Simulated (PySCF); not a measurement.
# HO6S2: the cost of one run

Computed with PySCF 2.14.0; each step states its level. No surroundings beyond the atoms listed, unless a continuum is named. Atoms count from 0, parts from 1.

### 1 Starting point

9 atoms, charge -1, multiplicity 1; geometry: GFN2-xTB, rigid scan. Parts: 1 = atoms 0–5, `O=S(=O)([O-])O`, charge -1; 2 = atoms 6–8, `O=S=O`, charge 0. In the given geometry O4 and S7 of different parts are bonded (1.85 Å), so values for the parts refer to these atom groups.

### 2 Counterpoise and decomposition: 1.38 Å

The job: settings as JSON, then the geometry in Å.

```
{"job": {"kind": "inter", "xc": "PBE", "basis": "def2-SVPD", "disp": "d3bj"}, "charge": -1, "multiplicity": 1, "parts": [{"atoms": "0-5", "charge": -1, "multiplicity": 1}, {"atoms": "6-8", "charge": 0, "multiplicity": 1}]}
O      1.331811    -0.069830     0.115945
S     -0.179648     0.144356    -0.114921
O     -0.544708    -0.387010    -1.403048
O     -0.900347    -0.372527     1.008285
O     -0.338512     1.672841    -0.193510
H      1.703211     0.577382    -0.645398
O      0.391039     3.513039    -1.894401
S      0.383414     2.058024    -1.852811
O      1.779188     1.541671    -1.629749
```

With the program's defaults for keys left out, this is: PBE-D3(BJ)/def2-SVPD interaction energy, counterpoise and uncorrected, gas phase.

Started as:

```
OMP_NUM_THREADS=1 python cluster_run.py task.json out
```

This one command runs all jobs of the session in turn.

Q: Estimate the wall time and peak memory of this first job on 1 thread of Arm Neoverse V1, shared host.

About 42 s, with a peak of 0.55 GiB.
